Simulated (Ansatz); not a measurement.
# CH₄AlNO₂, SMILES N[CH]1[O][Al]1[OH]: a geometry optimisation

Computed with the Ansatz DFT code, driven from Python.

Run as a notebook:

In [1]:
```python
import itertools

import ansatz
from ase.data import atomic_numbers, covalent_radii
import numpy as np
```

In [2]:
```python
molecule = (
    ansatz.Crystal.molecule()
    .atom('N', [-0.212, 0.5556, 1.4398])
    .atom('C', [-0.4464, -0.6462, 0.6834])
    .atom('O', [0.6968, -1.415, 0.6801])
    .atom('Al', [0.5044, -0.7654, -1.0396])
    .atom('O', [0.9413, 0.2978, -2.4454])
    .atom('H', [0.6945, 1.0091, 1.2572])
    .atom('H', [-0.9202, 1.2932, 1.0525])
    .atom('H', [-1.2999, -1.2182, 0.9584])
    .atom('H', [0.1299, 0.843, -2.6035])
)

setup = molecule.calculation()
setup = setup.basis(gaussian='def2-SVP')
setup = setup.functional('B3LYP')
symbols = [site.symbol for site in molecule.cartesian_sites]
start = np.array([site.position_ang for site in molecule.cartesian_sites], dtype=float)
def progress(event):
    if event['event'] == 'relax_step':
        row = event['data']
        print(f'step {row["step"]:3d}  E = {row["lagrangian_ev"]:.6f} eV  largest force component {row["allowed_force_max_ev_ang"]:.4f} eV/A')
```

In [3]:
```python
summary = setup.relax(force_tolerance=0.02, max_steps=100).session().plan().execute(on_event=progress).report
end = np.array(summary['positions_ang'])
```
```text
step   1  E = -13275.520620 eV  largest force component 2.6213 eV/A
step   2  E = -13276.200313 eV  largest force component 1.3109 eV/A
step   3  E = -13276.536886 eV  largest force component 0.6291 eV/A
step   4  E = -13276.658518 eV  largest force component 0.4460 eV/A
step   5  E = -13276.753118 eV  largest force component 0.5317 eV/A
step   6  E = -13276.826295 eV  largest force component 0.3569 eV/A
step   7  E = -13276.860860 eV  largest force component 0.7667 eV/A
step   8  E = -13276.889305 eV  largest force component 0.4658 eV/A
step   9  E = -13276.907008 eV  largest force component 0.3261 eV/A
step  10  E = -13276.906780 eV  largest force component 0.3165 eV/A
step  11  E = -13276.912476 eV  largest force component 0.1700 eV/A
step  12  E = -13276.915007 eV  largest force component 0.1275 eV/A
step  13  E = -13276.919682 eV  largest force component 0.2982 eV/A
step  14  E = -13276.927496 eV  largest force component 0.4787 eV/A
step  15  E = -13276.969008 eV  largest force component 1.1057 eV/A
step  16  E = -13276.999586 eV  largest force component 2.3517 eV/A
step  17  E = -13277.055438 eV  largest force component 3.0708 eV/A
step  18  E = -13277.179431 eV  largest force component 3.4267 eV/A
step  19  E = -13277.453528 eV  largest force component 2.7759 eV/A
step  20  E = -13277.714044 eV  largest force component 1.1048 eV/A
step  21  E = -13277.808263 eV  largest force component 0.2563 eV/A
step  22  E = -13277.867490 eV  largest force component 0.1757 eV/A
step  23  E = -13277.887875 eV  largest force component 0.2783 eV/A
step  24  E = -13277.898290 eV  largest force component 0.0772 eV/A
step  25  E = -13277.898459 eV  largest force component 0.0633 eV/A
step  26  E = -13277.898778 eV  largest force component 0.0794 eV/A
step  27  E = -13277.899281 eV  largest force component 0.0892 eV/A
step  28  E = -13277.899729 eV  largest force component 0.0052 eV/A
step  29  E = -13277.899881 eV  largest force component 0.0256 eV/A
step  30  E = -13277.899929 eV  largest force component 0.0161 eV/A
```

In [4]:
```python
for key in ('converged', 'free_energy_ev', 'reference_energy_ev', 'n_frozen', 'n_occupied', 'n_virtual'):
    print(f'{key:22s} {summary[key]}')
```
```text
converged              True
free_energy_ev         -13277.900187402833
reference_energy_ev    -13277.900187402833
n_frozen               0
n_occupied             [23, 23]
n_virtual              [71, 71]
```

In [5]:
```python
radius = [covalent_radii[atomic_numbers[s]] for s in symbols]
span = lambda where, i, j: np.linalg.norm(where[i] - where[j])
bonded = [(i, j) for i, j in itertools.combinations(range(len(symbols)), 2) if min(span(start, i, j), span(end, i, j)) < 1.2 * (radius[i] + radius[j])]
print('pair        before    after (A)')
for i, j in bonded:
    print(f'{symbols[i]}{i}-{symbols[j]}{j}'.ljust(10), f'{span(start, i, j):8.4f} {span(end, i, j):8.4f}')
```
```text
pair        before    after (A)
N0-C1        1.4392   1.3366
N0-H5        1.0299   1.0162
N0-H6        1.0934   1.0132
C1-O2        1.3777   1.2316
C1-Al3       1.9715   2.9918
C1-H7        1.0636   1.1108
O2-Al3       1.8483   2.1416
Al3-O4       1.8159   1.7435
O4-H8        0.9903   0.9636
```

What to keep in mind:
- The settings weren't tested for convergence.
- The end point is the stationary point reached from this start; no frequency run checks that it is a minimum, and the basis set is modest.
- b3lyp holds the VWN-RPA fit, as in Gaussian; the form of ORCA and Turbomole is b3lyp5.
- The bonding changed during the relaxation, so the end is another isomer than the start names.
- Wall time of the script: 2.2 min on 1 thread of Arm Neoverse V1 (shared host), peak memory 0.26 GiB.

(Lines on the test bed's own set-up are left out of the output.)
